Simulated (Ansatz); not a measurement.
# Si: the cost of one run

Method: DFT PBE, scalar-relativistic, plane waves, PAW, in Ansatz 0.2.0.

1 further run of the same task is left out (it didn't finish).

### Step 1. The system as given

It takes space group Fd-3m (No. 227, cubic). Conventional cell: a = 5.430 Å, b = 5.430 Å, c = 5.430 Å, α = 90.00°, β = 90.00°, γ = 90.00°. Si (site symmetry -43m) has 4 Si at 2.35 Å as nearest neighbours.

Coordinates:

```
CELL_PARAMETERS angstrom
0.00000 2.71500 2.71500
2.71500 0.00000 2.71500
2.71500 2.71500 0.00000
ATOMIC_POSITIONS crystal
Si 0.00000 0.00000 0.00000
Si 0.25000 0.25000 0.25000
```

### Step 2. Relaxing cell and atoms: Si, no spin

input.yaml

```yaml
crystal:
  lattice:
    - [0.0, 2.715, 2.715]
    - [2.715, 0.0, 2.715]
    - [2.715, 2.715, 0.0]
  atoms:
    - { symbol: Si, position: [0.0, 0.0, 0.0] }
    - { symbol: Si, position: [0.25, 0.25, 0.25] }
scf:
  occupations: { method: gaussian, width: 0.01 }
output:
  forces: true
  stress: true
  eigenvalues: true
  write_density: true
  write_potential: true
  elf: true
  volumetric_format: npy
hamiltonian:
  xc: pbe
kpoints:
  mp_grid: { grid: [10, 10, 10] }
relax:
  f_tol: 0.005
  cell: { stress_tol: 0.02 }
```

Run with:

```bash
ansatz run input.yaml --threads 4 --pin off --max-ram 14336MiB --backend cpu --events-out ev --progress --plain --runs-dir out
```

**Question.** How long does this run take on 4 threads of Intel Xeon 6975P-C (Granite Rapids), shared host, and how much memory does it need?

About 1.9 s, with a peak of 0.37 GiB.
